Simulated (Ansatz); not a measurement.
What does this script print? It uses Ansatz 0.2.0, Python API.

`states.py`
```python
import ansatz as az
import numpy as np

geometry_ang = [
    ("F", (-2.1697, -0.5098, 0.4586)),
    ("Ge", (-0.8235, -0.282, -0.5998)),
    ("Al", (1.0847, 0.3625, 0.7268)),
    ("H", (-0.4552, -1.6108, -1.321)),
    ("H", (-1.1028, 0.814, -1.6705)),
    ("H", (2.413, -0.5565, 0.7651)),
    ("H", (1.1148, 1.7145, 1.5951)),
]
alfgeh4 = az.Crystal.molecule()
for symbol, xyz in geometry_ang:
    alfgeh4 = alfgeh4.atom(symbol, xyz)
symbols = [site.symbol for site in alfgeh4.cartesian_sites]

start = np.array([site.position_ang for site in alfgeh4.cartesian_sites])
for factor in [1.0, 1.5]:
    xyz = (start - start.mean(axis=0)) * factor
    scaled = az.Crystal.molecule()
    for symbol, place in zip(symbols, xyz):
        scaled = scaled.atom(symbol, place.tolist())
    calculation = (
        scaled.calculation()
        .basis(gaussian="def2-SVP")
        .functional("hf")
        .spin("collinear")
    )
    for search in ("off", "standard"):
        try:
            report = calculation.scf(lower_state_search=search).run(threads=1).report
        except az.AnsatzError as error:
            print(f"x{factor} search {search}: {type(error).__name__}")
            continue
        state = report["mean_field"]["state"]
        print(f"all distances x{factor}, search {search:8s} E = {report['free_energy_ev']:.5f} eV  <S^2> = {abs(state['spin_squared']):.3f}  other states met: {len(report['mean_field']['others'])}")
```

```console
$ python states.py
all distances x1.0, search off      E = -65814.44837 eV  <S^2> = 0.000  other states met: 0
all distances x1.0, search standard E = -65814.44837 eV  <S^2> = 0.000  other states met: 0
all distances x1.5, search off      E = -65800.55554 eV  <S^2> = 0.000  other states met: 0
all distances x1.5, search standard E = -65803.11596 eV  <S^2> = 2.467  other states met: 13
```

Total energies depend on the basis set; only differences at equal settings carry meaning. The count of other states can hold repeated and symmetry-equivalent ends of the search; scaling all distances is a test, and for more than two atoms no physical path. The structure is a rough, unrelaxed start. The expectation value of S² is noticeably off S(S+1) in at least one run, so that state is spin-contaminated. Hardware and time: 37 s on 1 thread of Arm Neoverse V1, on a shared host, peak memory 0.34 GiB.
